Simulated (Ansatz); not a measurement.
## CH₄BBr, SMILES BCBr: the interaction energy of a dimer with the counterpoise correction, step by step

Program: Ansatz 0.2.0, Python API.

Typed at the interpreter:
```pycon
>>> import ansatz as az
>>> BASIS = "def2-SVP"
>>> LEVEL = "mp2"
>>> FIRST = [
...     ("B", (-0.1336, -0.957, -0.1313)),
...     ("C", (0.2316, 0.5731, 0.2123)),
...     ("Br", (-0.976, 1.8145, -0.7063)),
...     ("H", (-0.0814, -1.2715, -1.2683)),
...     ("H", (-0.5083, -1.6646, 0.6951)),
...     ("H", (1.2802, 0.7708, -0.1148)),
...     ("H", (0.1872, 0.7345, 1.3131)),
... ]
>>> SECOND = [
...     ("B", (0.076, -0.3138, 3.4758)),
...     ("C", (1.5753, -0.8499, 3.7152)),
...     ("Br", (2.7261, -0.449, 2.1796)),
...     ("H", (-0.501, -0.753, 2.5438)),
...     ("H", (-0.3563, 0.5196, 4.1411)),
...     ("H", (1.538, -1.9548, 3.868)),
...     ("H", (1.9955, -0.3969, 4.6415)),
... ]
>>> def energy(atoms, ghosts=()):
...     molecule = az.Crystal.molecule()
...     for symbol, xyz in atoms:
...         molecule = molecule.atom(symbol, xyz)
...     calc = (
...         molecule.calculation()
...         .basis(gaussian=BASIS)
...         .correlation(LEVEL, electrons="valence")
...         .scf(lower_state_search="off")
...     )
...     deck = calc.input()
...     if ghosts:
...         deck = deck.set(az.key.basis.gaussian.ghost_atoms, [{"symbol": s, "position_ang": list(xyz)} for s, xyz in ghosts])
...     return az.Session.from_dict(deck).plan().execute().report["free_energy_ev"]
...
>>> # monomers in their own basis and in the basis of the dimer
>>> both = energy(FIRST + SECOND)

>>> alone = energy(FIRST) + energy(SECOND)
>>> ghosted = energy(FIRST, SECOND) + energy(SECOND, FIRST)
>>> print(f"dimer {both:.6f} eV")
dimer -143532.457214 eV
>>> print(f"interaction, uncorrected   {96.485332 * (both - alone):8.3f} kJ/mol")
interaction, uncorrected      6.160 kJ/mol
>>> print(f"interaction, counterpoise  {96.485332 * (both - ghosted):8.3f} kJ/mol")
interaction, counterpoise    16.331 kJ/mol
>>> print(f"basis-set superposition    {96.485332 * (alone - ghosted):8.3f} kJ/mol")
basis-set superposition      10.172 kJ/mol
```

Uncorrected it is 6.160 kJ/mol, with the counterpoise correction 16.331 kJ/mol; the difference, 10.17 kJ/mol, is the superposition error. In this basis both values are repulsive.

What to keep in mind:
- The settings weren't tested for convergence.
- The dimer is a generated trial pose of unrelaxed monomers, not a minimum, so the figure is no binding energy, and the basis set is small.
- Finished in 7.9 s on 1 thread of Intel(R) Xeon(R) 6975P-C (Granite Rapids), with other jobs on the host, peak memory 0.46 GiB.

(Lines on the test bed's own set-up are left out of the output.)
